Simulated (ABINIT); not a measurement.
Input of an ABINIT 10.8.3 (patched build) run:

Contents of run.abi:

```
# Datasets
ndtset 3

# Pseudopotentials
pp_dirpath "./"
pseudos "Bi.upf, Te.upf"

# Structure
acell 8.6454608778 8.6454608778 8.6454608778
rprim
     0.0000000000     0.7071067812     0.7071067812
     0.7071067812     0.0000000000     0.7071067812
     0.7071067812     0.7071067812     0.0000000000
ntypat 2
znucl 83 52
natom 2
typat 1 2
xred
            0.0            0.0            0.0
            1/2            1/2            1/2

# Plane-wave basis
ecut 34.0

# k points
ngkpt 6 6 6
nshiftk 4
shiftk
     0.5000000000     0.5000000000     0.5000000000
     0.5000000000     0.0000000000     0.0000000000
     0.0000000000     0.5000000000     0.0000000000
     0.0000000000     0.0000000000     0.5000000000
istwfk *1

# Exchange and correlation
ixc -116133

# Bands and occupations
occopt 3
tsmear 0.05 eV

# SCF cycle
nstep 80

# Output
iomode 3
prteig 0
prtebands 0

# Dataset 1: ground state
nband1 20
tolvrs1 1.0e-12
prtden1 1
prtwf1 0
kptopt1 1

# Dataset 2: empty bands at fixed density
iscf2 -3
getden2 1
nband2 26
nbdbuf2 4
tolwfr2 1.0e-12
nstep2 120
prtden2 0
kptopt2 1

# Dataset 3: wave functions and velocity matrix elements in the full zone
optdriver3 8
wfk_task3 "wfk_optics_fullbz"
getwfk3 2
nband3 22
kptopt3 1
prtevk3 1
inclvkb3 2
```

optic.abi

```
&FILES
 ddkfile_1 = 'runo_DS3_1_EVK.nc',
 ddkfile_2 = 'runo_DS3_2_EVK.nc',
 ddkfile_3 = 'runo_DS3_3_EVK.nc',
 wfkfile = 'runo_DS3_WFK.nc'
/
&PARAMETERS
 broadening = 0.007350,
 domega = 0.002,
 maxomega = 0.8,
 scissor = 0.000000,
 tolerance = 0.002
/
&COMPUTATIONS
 num_lin_comp = 1,
 lin_comp = 11,
 num_nonlin_comp = 0
/
```

Potentials or basis: PseudoDojo NC SR PBEsol v0.4.1 standard.

Command:

```console
$ abinit run.abi > log 2>&1
$ optic optic.abi > optic.log 2>&1
```

Problem. Estimate the pressure.

Solution. -2.0 GPa.

Dielectric function (mean over the directions given):
| energy (eV) | real part | imaginary part |
| --- | --- | --- |
| 0.33 | -39.97 | 137.25 |
| 0.76 | -17.02 | 20.69 |
| 1.31 | -1.60 | 15.80 |
| 1.74 | -2.27 | 12.13 |
| 2.29 | -4.47 | 8.72 |
| 2.83 | -3.70 | 4.50 |
| 3.27 | -2.11 | 2.93 |
| 3.81 | -0.46 | 1.86 |
| 4.25 | 0.51 | 1.50 |
| 4.79 | 1.61 | 1.47 |
| 5.33 | 2.51 | 2.03 |
| 5.77 | 3.59 | 2.60 |
| 6.31 | 3.40 | 6.67 |
| 6.75 | -0.40 | 4.74 |
| 7.29 | -1.57 | 5.86 |
| 7.84 | -1.34 | 2.24 |
| 8.27 | -1.24 | 2.06 |
| 8.82 | -0.78 | 1.98 |
| 9.36 | -0.65 | 1.55 |
| 9.80 | -0.91 | 1.03 |
| 10.34 | -0.06 | 0.80 |
| 10.78 | 0.08 | 1.19 |
| 11.32 | -0.48 | 1.48 |
| 11.86 | -0.38 | 0.53 |
| 12.30 | 0.04 | 0.48 |
| 12.84 | 0.34 | 0.71 |
| 13.28 | 0.22 | 1.14 |
| 13.82 | -0.31 | 0.54 |
| 14.37 | 0.06 | 0.35 |
| 14.80 | 0.21 | 0.49 |
| 15.35 | -0.05 | 0.53 |
| 15.89 | 0.00 | 0.21 |
| 16.33 | 0.16 | 0.10 |
| 16.87 | 0.30 | 0.08 |
| 17.31 | 0.37 | 0.08 |
| 17.85 | 0.42 | 0.05 |
| 18.39 | 0.50 | 0.04 |
| 18.83 | 0.55 | 0.03 |
| 19.38 | 0.61 | 0.03 |
| 19.92 | 0.66 | 0.03 |

Caveat: the cutoff is short for stress, so the pressure is rough; the intraband (Drude) term is left out; spectra need much finer meshes, so this one isn't converged; independent-particle spectra lack excitons.
